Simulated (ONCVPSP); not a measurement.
# S: the cost of one run

Method: ONCVPSP 4.0.1.1 (patched build), PBEsol, scalar-relativistic.

## Step 1: Starting point

The settings as typed:

| Quantity | Value |
| --- | --- |
| element | sulfur (S, Z = 16) |
| type | optimised norm-conserving Vanderbilt (ONCV) |
| frozen core | [Ne] |
| valence charge | 6 |
| reference configuration | 3s2 3p4 |
| partial waves | 3s: rc 1.40 bohr, ncon 3, nbas 8, qcut 4 1/bohr, 1 projector; 3p: rc 1.45 bohr, ncon 4, nbas 7, qcut 4.8 1/bohr, 1 projector |
| local potential | polynomial inside 0.95 bohr (lpopt 4, dvloc0 0 Ha) |
| core correction | not asked for |

## Step 2: Generating the potential

File S.dat:

```
# ATOM AND REFERENCE CONFIGURATION
# atsym  z   nc   nv     iexc    psfile
  S 16.00    3    2  -116133      upf
#
#   n    l    f
    1    0    2.00
    2    0    2.00
    2    1    6.00
    3    0    2.00
    3    1    4.00
#
# PSEUDOPOTENTIAL AND OPTIMIZATION
# lmax
    1
#
#   l,   rc,      ep,       ncon, nbas, qcut
    0    1.40    0.00    3    8    4.00
    1    1.45    0.00    4    7    4.80
#
# LOCAL POTENTIAL
# lloc, lpopt,  rc(5),   dvloc0
    4    4    0.95    0.00
#
# VANDERBILT-KLEINMAN-BYLANDER PROJECTORs
# l, nproj, debl
    0    1    1.30
    1    1    1.50
#
# MODEL CORE CHARGE
# icmod, fcfact, rcfact
    0    0.00    0.00
#
# LOG DERIVATIVE ANALYSIS
# epsh1, epsh2, depsh
   -2.00    5.00    0.02
#
# OUTPUT GRID
# rlmax, drl
    6.00    0.01
#
# TEST CONFIGURATIONS
# ncnf
    4
# nvcnf
#   n    l    f
    2
    3    0    2.00
    3    1    3.00
#
    2
    3    0    2.00
    3    1    2.00
#
    2
    3    0    2.00
    3    1    1.00
#
    2
    3    0    2.00
    3    1    0.00
#
```

Started as:

```sh
oncvpsp.x < S.dat > S.out
```

**Question.** How long does this run take on 1 thread of Neoverse-N1, shared host?

About 2.4 s.
